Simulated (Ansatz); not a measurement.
# F₂GaHS (SMILES [F][Ga]([F])[SH]): a rigid scan of the dihedral angle F1–Ga2–S4–H5

How does the energy rise as the dihedral angle F1–Ga2–S4–H5 leaves its equilibrium value, and do density functionals follow CCSD(T)? No other atom is relaxed.

Computed with Ansatz 0.2.0, Gaussian basis. Level: single points in def2-TZVPP.

Levels: PBE-D4, r2SCAN-D4, PBE0-D4, B3LYP-D4, wB97M-V, Hartree-Fock, MP2, CCSD, CCSD(T). The scan takes -173.2, -150.7, -128.2, -105.7, -83.2, -60.7, -38.2, -15.7°.

Correlated methods freeze the cores. Filled d shells of the heavier atoms are correlated. B3LYP uses VWN-RPA correlation.

18 further runs of the same task are left out: 18 set aside as unsound or not needed.

## 1. Starting geometry

SMILES `[F][Ga]([F])[SH]`, 5 atoms, charge 0, spin multiplicity 1.

Atoms are counted from 1 here; the program's logs count them from 0.

Bond lengths: F1–Ga2 1.320 Å, Ga2–F3 1.237 Å, Ga2–S4 1.692 Å, S4–H5 1.372 Å. Angles: F1–Ga2–F3 125.3°, F1–Ga2–S4 95.1°, F3–Ga2–S4 132.3°, Ga2–S4–H5 98.3°.

As a file:

```mol
F2GaHS
  3D, bonds by distance, orders not assigned

  5  4  0  0  0  0  0  0  0  0999 V2000
   -0.3930   -0.8729    1.2046 F   0  0
    0.3671   -0.2800    0.3033 Ga  0  0
    1.5509   -0.5545    0.0734 F   0  0
   -0.9164    0.1631   -0.7057 S   0  0
   -0.5587    1.4707   -0.9171 H   0  0
  1  2  8  0
  2  3  8  0
  2  4  8  0
  4  5  8  0
M  END
```

## 2. A first relaxation in a small basis

Contents of pre/in.yaml:

```yaml
crystal:
  periodic: [false, false, false]
  atoms:
    - {symbol: F, position_ang: [-0.393000, -0.872900, 1.204600]}
    - {symbol: Ga, position_ang: [0.367100, -0.280000, 0.303300]}
    - {symbol: F, position_ang: [1.550900, -0.554500, 0.073400]}
    - {symbol: S, position_ang: [-0.916400, 0.163100, -0.705700]}
    - {symbol: H, position_ang: [-0.558700, 1.470700, -0.917100]}
basis:
  gaussian: {orbitals: def2-SVP}
hamiltonian: {xc: pbe, dispersion: d4}
relax: {f_tol: 0.03, max_steps: 250}
```

The command line of these runs was not kept.

Further steps of the session: Finding the minimum; The minimum at every level; F1–Ga2–S4–H5 = -173.2°; F1–Ga2–S4–H5 = -150.7°; F1–Ga2–S4–H5 = -128.2°; F1–Ga2–S4–H5 = -105.7°; F1–Ga2–S4–H5 = -83.2°; F1–Ga2–S4–H5 = -60.7°; F1–Ga2–S4–H5 = -38.2°; F1–Ga2–S4–H5 = -15.7°.

**Question.** What will these runs give? Wanted: highest point, CCSD(T); lowest point, CCSD(T); RMS deviation from CCSD(T); largest T1 diagnostic.

As calculated:

```
                  quantity                                                                                       value
    highest point, CCSD(T)                                                                          226 meV at -83.2 °
     lowest point, CCSD(T)                                                                           0 meV at -179.8 °
RMS deviation from CCSD(T)  PBE-D4 2, r2SCAN-D4 4, PBE0-D4 2, B3LYP-D4 0, wB97M-V 5, Hartree-Fock 3, MP2 1, CCSD 0 meV
     largest T1 diagnostic                                                                                       0.014
```

**Reading.** Over the points sampled the torsion costs at most 226 meV, a hindered rotation that is fast at room temperature. A rigid scan overstates barriers, since nothing else may give way. Best along the scan: CCSD. Worst: wB97M-V.
